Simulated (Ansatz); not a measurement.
This script drives Ansatz 0.2.0, Python API.

The script, `freq.py`:
```python
import itertools
import warnings

import ansatz as az
from ase import Atoms
from ase.data import atomic_numbers, covalent_radii
from ase.thermochemistry import IdealGasThermo
import numpy as np

config = {
    "basis_set": "def2-SVP",
    "xc": "HF",
}

warnings.simplefilter("ignore", az.DeckWarning)

geometry_ang = [
    ("B", (0.0697, 1.2374, 0.3022)),
    ("C", (0.1941, -0.1268, -0.38)),
    ("C", (-0.3434, -1.2231, 0.167)),
    ("Br", (1.235, -0.2393, -2.0305)),
    ("H", (0.4813, 2.2358, -0.2399)),
    ("H", (-0.5687, 1.4103, 1.3073)),
    ("H", (-0.8348, -1.1776, 1.1203)),
    ("H", (-0.141, -2.1738, -0.3021)),
]
molecule = az.Crystal.molecule()
for symbol, xyz in geometry_ang:
    molecule = molecule.atom(symbol, xyz)

setup = molecule.calculation()
setup = setup.basis(gaussian=config["basis_set"])
setup = setup.functional(config["xc"])
setup = setup.scf(lower_state_search="light")
symbols = [site.symbol for site in molecule.cartesian_sites]
start = np.array([site.position_ang for site in molecule.cartesian_sites], dtype=float)
def progress(event):
    if event["event"] == "relax_step":
        row = event["data"]
        print(f"step {row['step']:3d}  E = {row['lagrangian_ev']:.6f} eV  largest force component {row['allowed_force_max_ev_ang']:.4f} eV/A")


rep = setup.relax(force_tolerance=0.003, max_steps=100).session().plan().execute(on_event=progress).report
end = np.array(rep["positions_ang"])

radius = [covalent_radii[atomic_numbers[s]] for s in symbols]
span = lambda where, i, j: np.linalg.norm(where[i] - where[j])
bonded = [(i, j) for i, j in itertools.combinations(range(len(symbols)), 2) if min(span(start, i, j), span(end, i, j)) < 1.2 * (radius[i] + radius[j])]
print("pair        before    after (A)")
for i, j in bonded:
    print(f"{symbols[i]}{i}-{symbols[j]}{j}".ljust(10), f"{span(start, i, j):8.4f} {span(end, i, j):8.4f}")
for first, second in list(itertools.combinations(bonded, 2)):
    shared = set(first) & set(second)
    if shared and symbols[(j := shared.pop())] != "H":
        i, k = sorted((set(first) | set(second)) - {j})
        u, v = end[i] - end[j], end[k] - end[j]
        angle = np.degrees(np.arccos(np.clip(u @ v / np.linalg.norm(u) / np.linalg.norm(v), -1, 1)))
        print(f"final angle {symbols[i]}{i}-{symbols[j]}{j}-{symbols[k]}{k}: {angle:.2f} deg")

minimum = az.Crystal.molecule()
for symbol, place in zip(symbols, end):
    minimum = minimum.atom(symbol, place.tolist())
vibrating = (
    minimum.calculation()
    .basis(gaussian=config["basis_set"])
    .functional(config["xc"])
    .scf(lower_state_search="light")
    .phonons(temperatures=(200, 600, 100))
)
vib = vibrating.run().report["vibrations"]
sums = vib["harmonic_sums"]
modes = [m["omega_inv_cm"] for m in sums["modes_at_gamma"] if m["rigid_motion"] == "no"]
for number, w in enumerate(modes, start=1):
    print(f"mode {number:2d} {w:9.1f} 1/cm {w / 8065.544 * 1000:8.2f} meV")
print("imaginary modes:", sum(w < 0 for w in modes), " zero-point energy:", round(sums["zero_point_energy_ev"], 4), "eV")
gas = IdealGasThermo(vib_energies=[w / 8065.544 for w in modes if w > 0], geometry="linear" if len(modes) == 3 * len(symbols) - 5 else "nonlinear",
                     atoms=Atoms(symbols, positions=end), symmetrynumber=1, spin=0.0)
print(f"H(298 K) - E = {gas.get_enthalpy(298.15, verbose=False):.4f} eV")
print(f"S(298 K, 1 bar) = {96485.33 * gas.get_entropy(298.15, 1e5, verbose=False):.1f} J/(mol K) with symmetry number 1")
```

It is started by `python freq.py`. How long does it take on 1 thread of Arm Neoverse V1 (shared host), and how much memory does it need?

It took about 100 s, with a peak of 0.28 GiB, for 2 runs of the engine.

```console
$ python freq.py
step   1  E = -72783.035292 eV  largest force component 1.6602 eV/A
step   2  E = -72782.768984 eV  largest force component 2.4463 eV/A
step   3  E = -72783.069141 eV  largest force component 2.7469 eV/A
step   4  E = -72783.157634 eV  largest force component 0.7484 eV/A
step   5  E = -72783.170104 eV  largest force component 0.0992 eV/A
step   6  E = -72783.170610 eV  largest force component 0.0155 eV/A
step   7  E = -72783.170627 eV  largest force component 0.0043 eV/A
step   8  E = -72783.170628 eV  largest force component 0.0007 eV/A
pair        before    after (A)
B0-C1        1.5303   1.5600
B0-H4        1.2083   1.1946
B0-H5        1.2032   1.1992
C1-C2        1.3379   1.3299
C1-Br3       1.9546   1.9144
C2-H6        1.0735   1.0831
C2-H7        1.0793   1.0828
final angle C1-B0-H4: 121.95 deg
final angle C1-B0-H5: 117.56 deg
final angle B0-C1-C2: 122.35 deg
final angle B0-C1-Br3: 118.89 deg
final angle H4-B0-H5: 120.50 deg
final angle C2-C1-Br3: 118.76 deg
final angle C1-C2-H6: 119.34 deg
final angle C1-C2-H7: 123.35 deg
final angle H6-C2-H7: 117.31 deg
mode  1     220.6 1/cm    27.35 meV
mode  2     300.2 1/cm    37.22 meV
mode  3     374.8 1/cm    46.46 meV
mode  4     400.6 1/cm    49.67 meV
mode  5     554.8 1/cm    68.79 meV
mode  6     758.9 1/cm    94.09 meV
mode  7     930.6 1/cm   115.38 meV
mode  8     982.1 1/cm   121.76 meV
mode  9    1079.8 1/cm   133.87 meV
mode 10    1125.8 1/cm   139.58 meV
mode 11    1236.6 1/cm   153.32 meV
mode 12    1342.7 1/cm   166.48 meV
mode 13    1520.7 1/cm   188.54 meV
mode 14    1788.7 1/cm   221.77 meV
mode 15    2696.1 1/cm   334.28 meV
mode 16    2798.1 1/cm   346.92 meV
mode 17    3310.7 1/cm   410.47 meV
mode 18    3413.0 1/cm   423.15 meV
imaginary modes: 0  zero-point energy: 1.5396 eV
H(298 K) - E = 1.6978 eV
S(298 K, 1 bar) = 304.2 J/(mol K) with symmetry number 1
```

What to keep in mind:
- These settings explore the input space; basis and method may be short of convergence.
- The frequencies are harmonic and unscaled, in a modest basis.
- The result belongs to the one conformer reached from this start, and soft torsions count as harmonic oscillators.
- The entropy takes a symmetry number of 1; a symmetric molecule's is lower by R ln(sigma).
